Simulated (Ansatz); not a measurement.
**C4H7FO3Ti: one molecule under many settings**

Aim: run C4H7FO3Ti under a spread of inputs, and see what each costs and gives.

Program: Ansatz 0.2.0, Gaussian basis. Level of theory: the settings change from run to run. These are calculated values, not measurements.

**1. The relaxed structure**

The structure was relaxed beforehand with PBE0-D4 in a triple-zeta def2 set.

SMILES `[CH3][Ti-]1([OH])([F])[O]C=CC=[O+]1`, 16 atoms, charge 0, spin multiplicity 1.

Atoms are counted from 1 here; the program's logs count them from 0.

Bond lengths: C1–Ti2 2.069 Å, C1–H10 1.092 Å, C1–H11 1.096 Å, C1–H12 1.090 Å, Ti2–O3 1.792 Å, Ti2–F4 1.776 Å, Ti2–O5 1.995 Å, Ti2–O9 2.047 Å, O3–H13 0.960 Å, O5–C6 1.267 Å, C6–C7 1.383 Å, C6–H14 1.095 Å, C7–C8 1.393 Å, C7–H15 1.080 Å, C8–O9 1.255 Å, C8–H16 1.097 Å. Angles: Ti2–C1–H10 108.7°, Ti2–C1–H11 106.5°, Ti2–C1–H12 111.6°, H10–C1–H11 109.2°, H10–C1–H12 111.0°, H11–C1–H12 109.7°, C1–Ti2–O3 110.3°, C1–Ti2–F4 93.7°, C1–Ti2–O5 124.2°, C1–Ti2–O9 84.2°, O3–Ti2–F4 101.8°, O3–Ti2–O5 123.9°, O3–Ti2–O9 92.5°, F4–Ti2–O5 87.8°, F4–Ti2–O9 165.3°, O5–Ti2–O9 81.4°, Ti2–O3–H13 125.3°, Ti2–O5–C6 134.4° and more.

As a file:

| atom | x (Å) | y (Å) | z (Å) |
| --- | --- | --- | --- |
| C1 | 1.28292 | -1.44499 | -1.30253 |
| Ti2 | 1.12635 | 0.21557 | -0.07832 |
| O3 | 2.15480 | 0.01543 | 1.37500 |
| F4 | 2.15834 | 1.22141 | -1.11686 |
| O5 | -0.28603 | 1.61267 | -0.25798 |
| C6 | -1.51659 | 1.67182 | 0.03885 |
| C7 | -2.25394 | 0.66040 | 0.62654 |
| C8 | -1.63687 | -0.53976 | 0.97388 |
| O9 | -0.42860 | -0.81131 | 0.76894 |
| H10 | 2.27803 | -1.45713 | -1.75171 |
| H11 | 0.53214 | -1.32194 | -2.09206 |
| H12 | 1.09089 | -2.36708 | -0.75418 |
| H13 | 3.02395 | 0.40399 | 1.49692 |
| H14 | -2.01296 | 2.61979 | -0.19566 |
| H15 | -3.30160 | 0.81253 | 0.84187 |
| H16 | -2.23362 | -1.31397 | 1.47150 |

**2. wB97/def2-TZVP**

Options: multiplicity 3, restricted open-shell orbitals, the search for lower states set to full.

Contents of in.yaml:

```yaml
crystal:
  periodic: [false, false, false]
  atoms:
    - {symbol: C, position_ang: [1.282920, -1.444992, -1.302534]}
    - {symbol: Ti, position_ang: [1.126350, 0.215568, -0.078318]}
    - {symbol: O, position_ang: [2.154801, 0.015426, 1.374998]}
    - {symbol: F, position_ang: [2.158335, 1.221407, -1.116862]}
    - {symbol: O, position_ang: [-0.286027, 1.612671, -0.257977]}
    - {symbol: C, position_ang: [-1.516595, 1.671822, 0.038850]}
    - {symbol: C, position_ang: [-2.253936, 0.660398, 0.626541]}
    - {symbol: C, position_ang: [-1.636872, -0.539764, 0.973884]}
    - {symbol: O, position_ang: [-0.428602, -0.811307, 0.768942]}
    - {symbol: H, position_ang: [2.278031, -1.457132, -1.751708]}
    - {symbol: H, position_ang: [0.532145, -1.321939, -2.092058]}
    - {symbol: H, position_ang: [1.090889, -2.367084, -0.754182]}
    - {symbol: H, position_ang: [3.023952, 0.403986, 1.496922]}
    - {symbol: H, position_ang: [-2.012964, 2.619787, -0.195660]}
    - {symbol: H, position_ang: [-3.301602, 0.812525, 0.841866]}
    - {symbol: H, position_ang: [-2.233624, -1.313973, 1.471496]}
basis:
  gaussian: {orbitals: def2-TZVP}
magnetization: {spin_polarized: false, initial_magnetization: 2}
hamiltonian: {xc: {name: wB97}}
scf: {lower_state_search: full}
output: {forces: true}
```

On the command line:

```bash
ansatz run in.yaml --threads 4 --pin off --events-out ev --progress --plain --max-ram 66560MiB --backend cuda --devices 0, --max-vram 37GiB
```

The program printed, cut to the lines that bear on the results:

```text
Functional definition: wB97
  name "wB97"
  cite "Chai & Head-Gordon, J. Chem. Phys. 128, 084106 (2008) doi:10.1063/1.2834918"
  cite "Becke, J. Chem. Phys. 107, 8554 (1997) doi:10.1063/1.475007"
[...]
  # The coefficients of nought are those of the uniform gas.
[...]
      + integral(e_c_pw_opposite_spin*poly(b97_u_opposite, 1, cos1, cos2, cos3, cos4))
2050 factors; their error is unknown
628 factors; integrals over basis functions are off by at most 1.8e-5 eV
[...]
mean field -36240.31047856 eV, -1331.8068455222 hartree, gradient 5.8e-5 eV, S^2 2.000000; 9 other end points of the search recorded, 0 dependent functions left out
[...]
reference -36240.31046355 eV, -1331.8068449706 hartree; 44, 42 occupied and 291, 293 virtual orbitals, 2050 factors
Total energy: -36240.31046355 eV, -1331.8068449706 hartree
Atom 0 at     1.282920    -1.444992    -1.302534 Å, force     0.106083     0.207470     0.049163 eV/Å
Atom 1 at     1.126350     0.215568    -0.078318 Å, force    -0.173177    -0.464006    -0.029041 eV/Å
Atom 2 at     2.154801     0.015426     1.374998 Å, force     0.063085     0.031479     0.035187 eV/Å
Atom 3 at     2.158335     1.221407    -1.116862 Å, force     0.200110     0.147295    -0.123840 eV/Å
Atom 4 at    -0.286027     1.612671    -0.257977 Å, force     1.515241    -0.257495    -0.295564 eV/Å
Atom 5 at    -1.516595     1.671822     0.038850 Å, force    -1.058542     3.056409    -0.942129 eV/Å
Atom 6 at    -2.253936     0.660398     0.626541 Å, force    -0.280266    -0.642881     0.441817 eV/Å
Atom 7 at    -1.636872    -0.539764     0.973884 Å, force    -2.044343    -1.907242     1.274162 eV/Å
Atom 8 at    -0.428602    -0.811307     0.768942 Å, force     1.821801    -0.113088    -0.358126 eV/Å
Atom 9 at     2.278031    -1.457132    -1.751708 Å, force    -0.009363    -0.059500    -0.065813 eV/Å
Atom 10 at     0.532145    -1.321939    -2.092058 Å, force    -0.001549    -0.004830    -0.028261 eV/Å
Atom 11 at     1.090889    -2.367084    -0.754182 Å, force    -0.004957    -0.006549     0.028204 eV/Å
Atom 12 at     3.023952     0.403986     1.496922 Å, force     0.057671     0.013710     0.048522 eV/Å
Atom 13 at    -2.012964     2.619787    -0.195660 Å, force    -0.030366    -0.130745     0.018349 eV/Å
Atom 14 at    -3.301602     0.812525     0.841866 Å, force    -0.140285     0.001964     0.009448 eV/Å
Atom 15 at    -2.233624    -1.313973     1.471496 Å, force    -0.021144     0.128010    -0.062080 eV/Å
Dipole moment:    -0.855668     0.102580     0.319536 e Å
```

Wall time 58 s (1 × H100 (card shared with other runs) with 4 threads of AMD EPYC 7R13, shared host); peak host memory 1.1 GiB.

Largest force 3.369 eV/Å, dipole 4.41 D.

**3. r2SCANh/6-31G**

Options: multiplicity 3, atoms shaken by 0.15 Å.

Contents of in.yaml:

```yaml
crystal:
  periodic: [false, false, false]
  atoms:
    - {symbol: C, position_ang: [1.511041, -1.514165, -1.139057]}
    - {symbol: Ti, position_ang: [1.138663, 0.494274, -0.079970]}
    - {symbol: O, position_ang: [2.077844, 0.110391, 1.545061]}
    - {symbol: F, position_ang: [2.249502, 1.290796, -1.052142]}
    - {symbol: O, position_ang: [-0.045212, 1.494288, -0.099741]}
    - {symbol: C, position_ang: [-1.399207, 1.504146, -0.057861]}
    - {symbol: C, position_ang: [-2.375162, 0.662906, 0.540524]}
    - {symbol: C, position_ang: [-1.525276, -0.627479, 0.606427]}
    - {symbol: O, position_ang: [-0.331462, -0.749199, 0.833334]}
    - {symbol: H, position_ang: [2.354385, -1.053295, -1.820792]}
    - {symbol: H, position_ang: [0.525972, -1.287207, -2.079256]}
    - {symbol: H, position_ang: [0.933813, -2.352815, -0.733174]}
    - {symbol: H, position_ang: [2.975768, 0.217920, 1.528904]}
    - {symbol: H, position_ang: [-2.120993, 2.468046, -0.086913]}
    - {symbol: H, position_ang: [-3.247139, 0.832865, 1.277890]}
    - {symbol: H, position_ang: [-2.244919, -1.261401, 1.418114]}
basis:
  gaussian: {orbitals: 6-31G}
magnetization: {spin_polarized: true, initial_magnetization: 2}
hamiltonian: {xc: {name: r2SCANh}}
output: {forces: true}
```

On the command line:

```bash
ansatz run in.yaml --threads 4 --pin off --events-out ev --progress --plain --max-ram 66560MiB --backend cpu
```

The program printed, cut to the lines that bear on the results:

```text
Functional definition: r2SCANh
  name "r2SCANh"
  cite "Bursch, Neugebauer, Ehlert & Grimme, J. Chem. Phys. 156, 134105 (2022) doi:10.1063/5.0086040"
  cite "Furness, Kaplan, Ning, Perdew & Sun, J. Phys. Chem. Lett. 11, 8208 (2020) doi:10.1021/acs.jpclett.0c02405"
  cite "Furness, Kaplan, Ning, Perdew & Sun, J. Phys. Chem. Lett. 11, 9248 (2020) doi:10.1021/acs.jpclett.0c03077"
  parent r2scan
[...]
1437 factors; integrals over basis functions are off by at most 3.6e-4 eV
[...]
mean field -36215.93730950 eV, -1330.9111480800 hartree, gradient 3.0e-5 eV, S^2 2.065845; 7 other end points of the search recorded, 0 dependent functions left out
[...]
reference -36215.93735071 eV, -1330.9111495946 hartree; 44, 42 occupied and 71, 73 virtual orbitals, 1437 factors
Total energy: -36215.93735071 eV, -1330.9111495946 hartree
[...]
Atom 6 at    -2.375162     0.662906     0.540524 Å, force     5.522355    -2.888450     0.220479 eV/Å
Atom 7 at    -1.525276    -0.627479     0.606427 Å, force   -10.658494    -1.225503     4.517352 eV/Å
Atom 8 at    -0.331462    -0.749199     0.833334 Å, force     5.670489     0.456382    -1.057715 eV/Å
Atom 9 at     2.354385    -1.053295    -1.820792 Å, force    -0.670226    -2.222231     1.986741 eV/Å
Atom 10 at     0.525972    -1.287207    -2.079256 Å, force     2.176032     0.036933     2.352712 eV/Å
Atom 11 at     0.933813    -2.352815    -0.733174 Å, force     1.910191    -0.441700     0.435118 eV/Å
Atom 12 at     2.975768     0.217920     1.528904 Å, force     4.459869     0.462523     0.298116 eV/Å
Atom 13 at    -2.120993     2.468046    -0.086913 Å, force     3.230587    -0.589465    -1.053838 eV/Å
Atom 14 at    -3.247139     0.832865     1.277890 Å, force     1.399271    -0.290599    -2.234625 eV/Å
Atom 15 at    -2.244919    -1.261401     1.418114 Å, force     1.460931     0.201358    -2.057351 eV/Å
Dipole moment:    -0.380105     0.079748    -0.201556 e Å
```

Run time: 33 s. Hardware: 4 threads of AMD EPYC 7R13, shared host; peak memory 0.9 GiB.

Largest force 15.726 eV/Å, dipole 2.10 D, ⟨S²⟩ 2.066.

**4. PBE0-DH/aug-cc-pVDZ**

This run has unrestricted orbitals.

Contents of in.yaml:

```yaml
crystal:
  periodic: [false, false, false]
  atoms:
    - {symbol: C, position_ang: [1.282920, -1.444992, -1.302534]}
    - {symbol: Ti, position_ang: [1.126350, 0.215568, -0.078318]}
    - {symbol: O, position_ang: [2.154801, 0.015426, 1.374998]}
    - {symbol: F, position_ang: [2.158335, 1.221407, -1.116862]}
    - {symbol: O, position_ang: [-0.286027, 1.612671, -0.257977]}
    - {symbol: C, position_ang: [-1.516595, 1.671822, 0.038850]}
    - {symbol: C, position_ang: [-2.253936, 0.660398, 0.626541]}
    - {symbol: C, position_ang: [-1.636872, -0.539764, 0.973884]}
    - {symbol: O, position_ang: [-0.428602, -0.811307, 0.768942]}
    - {symbol: H, position_ang: [2.278031, -1.457132, -1.751708]}
    - {symbol: H, position_ang: [0.532145, -1.321939, -2.092058]}
    - {symbol: H, position_ang: [1.090889, -2.367084, -0.754182]}
    - {symbol: H, position_ang: [3.023952, 0.403986, 1.496922]}
    - {symbol: H, position_ang: [-2.012964, 2.619787, -0.195660]}
    - {symbol: H, position_ang: [-3.301602, 0.812525, 0.841866]}
    - {symbol: H, position_ang: [-2.233624, -1.313973, 1.471496]}
basis:
  gaussian: {orbitals: aug-cc-pVDZ}
magnetization: {spin_polarized: true, initial_magnetization: 0}
hamiltonian: {xc: {name: PBE0-DH}}
```

On the command line:

```bash
ansatz run in.yaml --threads 4 --pin off --events-out ev --progress --plain --max-ram 66560MiB --backend cuda --devices 0, --max-vram 37GiB
```

The program printed, cut to the lines that bear on the results:

```text
Functional definition: PBE0-DH
  name "PBE0-DH"
  cite "Brémond & Adamo, J. Chem. Phys. 135, 024106 (2011) doi:10.1063/1.3604569"
  cite "Perdew, Burke & Ernzerhof, Phys. Rev. Lett. 77, 3865 (1996) doi:10.1103/PhysRevLett.77.3865"
[...]
3014 factors; integrals over basis functions are off by at most 7.1e-4 eV
[...]
mean field -36213.15228438 eV, -1330.8088002947 hartree, gradient 6.9e-6 eV, S^2 0.000000; 0 other end points of the search recorded, 0 dependent functions left out
13 core orbitals not correlated: weight in the atoms' cores, before any rotation towards them, 1.000 or more for the frozen orbitals, at most 0.000 for the correlated occupied ones
reference -36213.15233648 eV, -1330.8088022094 hartree; 30, 30 occupied and 263, 263 virtual orbitals, 3014 factors
second order -60.35433898 eV of doubles, -0.00000000 eV of singles
Total energy: -36220.69662885 eV, -1331.0860498404 hartree
```

Run time: 15 s. Hardware: 1 × H100 (card shared with other runs) with 4 threads of AMD EPYC 7R13, shared host; peak host memory 2 GiB.

⟨S²⟩ 0.000.

**5. revPBE0/x2c-TZVPPall**

Options: D4 dispersion.

in.yaml, as its differences from that of step 4:

```diff
@@ -20,4 +20,3 @@
 basis:
-  gaussian: {orbitals: aug-cc-pVDZ}
-magnetization: {spin_polarized: true, initial_magnetization: 0}
-hamiltonian: {xc: {name: PBE0-DH}}
+  gaussian: {orbitals: x2c-TZVPPall}
+hamiltonian: {xc: {name: revPBE0}, dispersion: d4}
```

Launched as before.

The program printed, cut to the lines that bear on the results:

```text
Functional definition: revPBE0
  name "revPBE0"
  cite "Zhang & Yang, Phys. Rev. Lett. 80, 890 (1998) doi:10.1103/PhysRevLett.80.890"
  cite "Adamo & Barone, J. Chem. Phys. 110, 6158 (1999) doi:10.1063/1.478522"
  cite "Perdew, Burke & Ernzerhof, Phys. Rev. Lett. 77, 3865 (1996) doi:10.1103/PhysRevLett.77.3865"
[...]
2255 factors; their error is unknown
[...]
mean field -36363.48569128 eV, -1336.3334510988 hartree, gradient 4.2e-5 eV, S^2 0.000000; 0 other end points of the search recorded, 0 dependent functions left out
reference -36363.48574876 eV, -1336.3334532110 hartree; 43, 43 occupied and 367, 367 virtual orbitals, 2255 factors
Total energy: -36364.47353147 eV, -1336.3697535562 hartree
Relativity: scalar
```

Wall time 9.5 s (1 × H100 (card shared with other runs) with 4 threads of AMD EPYC 7R13, shared host); peak host memory 0.91 GiB.

**6. r2SCAN50/def2-TZVPD**

This run has D4 dispersion.

in.yaml, as its differences from that of step 5:

```diff
@@ -20,3 +20,4 @@
 basis:
-  gaussian: {orbitals: x2c-TZVPPall}
-hamiltonian: {xc: {name: revPBE0}, dispersion: d4}
+  gaussian: {orbitals: def2-TZVPD}
+hamiltonian: {xc: {name: r2SCAN50}, dispersion: d4}
+output: {forces: true}
```

The command is unchanged.

The program printed, cut to the lines that bear on the results:

```text
Functional definition: r2SCAN50
  name "r2SCAN50"
  cite "Bursch, Neugebauer, Ehlert & Grimme, J. Chem. Phys. 156, 134105 (2022) doi:10.1063/5.0086040"
  cite "Furness, Kaplan, Ning, Perdew & Sun, J. Phys. Chem. Lett. 11, 8208 (2020) doi:10.1021/acs.jpclett.0c02405"
  cite "Furness, Kaplan, Ning, Perdew & Sun, J. Phys. Chem. Lett. 11, 9248 (2020) doi:10.1021/acs.jpclett.0c03077"
  parent r2scan
[...]
2690 factors; their error is unknown
[...]
mean field -36232.93297605 eV, -1331.5357273058 hartree, gradient 8.2e-5 eV, S^2 0.000000; 0 other end points of the search recorded, 0 dependent functions left out
[...]
reference -36232.93299024 eV, -1331.5357278274 hartree; 43, 43 occupied and 376, 376 virtual orbitals, 2690 factors
Total energy: -36233.08466197 eV, -1331.5413016603 hartree
Atom 0 at     1.282920    -1.444992    -1.302534 Å, force     0.028480     0.049719    -0.001561 eV/Å
[...]
Atom 6 at    -2.253936     0.660398     0.626541 Å, force     0.108776     0.040867    -0.029945 eV/Å
Atom 7 at    -1.636872    -0.539764     0.973884 Å, force     0.588952    -0.015898    -0.132543 eV/Å
Atom 8 at    -0.428602    -0.811307     0.768942 Å, force    -0.781453     0.352290     0.071241 eV/Å
Atom 9 at     2.278031    -1.457132    -1.751708 Å, force    -0.283573     0.008283     0.119441 eV/Å
Atom 10 at     0.532145    -1.321939    -2.092058 Å, force     0.201239    -0.033283     0.213473 eV/Å
Atom 11 at     1.090889    -2.367084    -0.754182 Å, force     0.046953     0.269725    -0.142864 eV/Å
Atom 12 at     3.023952     0.403986     1.496922 Å, force    -0.541450    -0.242658    -0.099152 eV/Å
Atom 13 at    -2.012964     2.619787    -0.195660 Å, force     0.157380    -0.315265     0.074114 eV/Å
Atom 14 at    -3.301602     0.812525     0.841866 Å, force     0.334652    -0.047451    -0.068873 eV/Å
Atom 15 at    -2.233624    -1.313973     1.471496 Å, force     0.200831     0.252215    -0.170594 eV/Å
Dipole moment:    -0.739775     0.037949     0.274403 e Å
```

Wall time 12 s (1 × H100 (card shared with other runs) with 4 threads of AMD EPYC 7R13, shared host); peak host memory 1.1 GiB.

Largest force 0.860 eV/Å, dipole 3.79 D.

**7. PBEsol/cc-pVDZ**

Options: the search for lower states set to off.

in.yaml, as its differences from that of step 6:

```diff
@@ -20,4 +20,4 @@
 basis:
-  gaussian: {orbitals: def2-TZVPD}
-hamiltonian: {xc: {name: r2SCAN50}, dispersion: d4}
-output: {forces: true}
+  gaussian: {orbitals: cc-pVDZ}
+hamiltonian: {xc: {name: PBEsol}}
+scf: {lower_state_search: off}
```

On the command line:

```bash
ansatz run in.yaml --threads 4 --pin off --events-out ev --progress --plain --max-ram 66560MiB --backend cpu
```

The program printed, cut to the lines that bear on the results:

```text
Functional definition: PBEsol
  name "PBEsol"
  cite "Perdew et al., Phys. Rev. Lett. 100, 136406 (2008) doi:10.1103/PhysRevLett.100.136406"
  cite "Perdew, Burke & Ernzerhof, Phys. Rev. Lett. 77, 3865 (1996) doi:10.1103/PhysRevLett.77.3865"
  parent pbesol
[...]
2132 factors; their error is unknown
[...]
mean field -36149.42813239 eV, -1328.4669809029 hartree, gradient 1.2e-6 eV, S^2 0.000000; 0 other end points of the search recorded, 0 dependent functions left out
reference -36149.42821875 eV, -1328.4669840766 hartree; 43, 43 occupied and 147, 147 virtual orbitals, 2132 factors
Total energy: -36149.42821875 eV, -1328.4669840766 hartree
Checks for a lower state left out: stability, starts, cluster_reference, orbital_swaps, neighbouring_geometries, increment
```

Run time: 2.1 s. Hardware: 4 threads of AMD EPYC 7R13, shared host; peak memory 0.9 GiB.

**8. RPBE/cc-pVTZ**

Set apart from the defaults: multiplicity 3, restricted open-shell orbitals, finite nuclei, D3(BJ) with three-body dispersion, high accuracy.

in.yaml, as its differences from that of step 7:

```diff
@@ -20,4 +20,5 @@
 basis:
-  gaussian: {orbitals: cc-pVDZ}
-hamiltonian: {xc: {name: PBEsol}}
-scf: {lower_state_search: off}
+  gaussian: {orbitals: cc-pVTZ, nuclear_model: gaussian}
+magnetization: {spin_polarized: false, initial_magnetization: 2}
+hamiltonian: {xc: {name: RPBE}, dispersion: d3bjatm}
+accuracy: high
```

On the command line:

```bash
ansatz run in.yaml --threads 4 --pin off --events-out ev --progress --plain --max-ram 66560MiB --backend cuda --devices 0, --max-vram 37GiB
```

The program printed, cut to the lines that bear on the results:

```text
Functional definition: RPBE
  name "RPBE"
  cite "Hammer, Hansen & Nørskov, Phys. Rev. B 59, 7413 (1999) doi:10.1103/PhysRevB.59.7413"
  cite "Perdew, Burke & Ernzerhof, Phys. Rev. Lett. 77, 3865 (1996) doi:10.1103/PhysRevLett.77.3865"
[...]
7551 factors; integrals over basis functions are off by at most 6.7e-8 eV
[...]
mean field -36240.94862471 eV, -1331.8302969610 hartree, gradient 2.4e-8 eV, S^2 2.000000; 10 other end points of the search recorded, 0 dependent functions left out
reference -36240.94863222 eV, -1331.8302972368 hartree; 44, 42 occupied and 362, 364 virtual orbitals, 7551 factors
Total energy: -36243.24264315 eV, -1331.9146005837 hartree
```

Wall time 42 s (1 × H100 (card shared with other runs) with 4 threads of AMD EPYC 7R13, shared host); peak host memory 1.9 GiB.

**9. CCSD/def2-TZVPD**

Set apart from the defaults: a grid of angular degree 47, a point charge of 2.00 e beside it, high accuracy.

in.yaml, as its differences from that of step 8:

```diff
@@ -20,5 +20,5 @@
 basis:
-  gaussian: {orbitals: cc-pVTZ, nuclear_model: gaussian}
-magnetization: {spin_polarized: false, initial_magnetization: 2}
-hamiltonian: {xc: {name: RPBE}, dispersion: d3bjatm}
+  gaussian: {orbitals: def2-TZVPD, final_grid: {core_spheres: 20, valence_spheres: 16, degree: 47}, point_charges: [{charge: 2.00, position_ang: [6.486, 0.106, 0.586]}]}
+hamiltonian: {xc: {name: HF}}
+correlation: {method: ccsd}
 accuracy: high
```

Launched as before.

The program printed, cut to the lines that bear on the results:

```text
Functional definition: HF
  name "HF"
  cite "Fock, Z. Phys. 61, 126 (1930) doi:10.1007/BF01340294"
  parent pbe
[...]
6983 factors; integrals over basis functions are off by at most 3.0e-8 eV
[...]
mean field -36146.74296179 eV, -1328.3683027032 hartree, gradient 2.8e-8 eV, S^2 0.000000; 0 other end points of the search recorded, 0 dependent functions left out
13 core orbitals not correlated: weight in the atoms' cores, before any rotation towards them, 1.000 or more for the frozen orbitals, at most 0.000 for the correlated occupied ones
reference -36146.74296179 eV, -1328.3683027032 hartree; 30, 30 occupied and 376, 376 virtual orbitals, 6983 factors
second order -54.00586263 eV of doubles, -0.00000000 eV of singles
cycle   1  -52.62510078 eV  change     1.4e0 eV  update   2.5e-1
[...]
cycle  34  -54.61494916 eV  change   7.5e-10 eV  update   6.5e-9
Total energy: -36201.35791094 eV, -1330.3753650655 hartree
```

Run time: 74 s. Hardware: 1 × H100 (card shared with other runs) with 4 threads of AMD EPYC 7R13, shared host; peak host memory 5 GiB.

T1 0.022.

**10. All runs side by side**

| level | charge | multiplicity | geometry | functions | energy (eV) | time |
| --- | --- | --- | --- | --- | --- | --- |
| wB97/def2-TZVP | 0 | 3 | relaxed | 335 | -36240.310 | 58 s |
| r2SCANh/6-31G | 0 | 3 | shaken | 115 | -36215.937 | 33 s |
| PBE0-DH/aug-cc-pVDZ | 0 | 1 | relaxed | 306 | -36220.697 | 15 s |
| revPBE0/x2c-TZVPPall | 0 | 1 | relaxed | 410 | -36364.474 | 9.5 s |
| r2SCAN50/def2-TZVPD | 0 | 1 | relaxed | 419 | -36233.085 | 12 s |
| PBEsol/cc-pVDZ | 0 | 1 | relaxed | 190 | -36149.428 | 2.1 s |
| RPBE/cc-pVTZ | 0 | 3 | relaxed | 406 | -36243.243 | 42 s |
| CCSD/def2-TZVPD | 0 | 1 | relaxed, point charge | 419 | -36201.358 | 74 s |

**11. Outcome**

```
                                         quantity                  value
                                             runs                      8
                                         quickest  PBEsol/cc-pVDZ, 2.1 s
                                          slowest  CCSD/def2-TZVPD, 74 s
spread of total energies, same state and geometry               215.0 eV
```

What this shows: Run time spans a factor of 35, from PBEsol/cc-pVDZ to CCSD/def2-TZVPD. The jobs differ in tasks and options as well as level. Total energies at one charge and spin differ by 215 eV between levels, so only differences within one level mean anything. Some of these runs are scalar-relativistic and others not, which shifts the totals of all-electron atoms past neon by eV; core potentials, where a basis has them, take the core out of the total altogether. At the PBE0-D4/def2-TZVP geometry and in the same state, runs without warnings or point charges leave forces up to 0.86 eV/Å (r2SCAN50/def2-TZVPD).
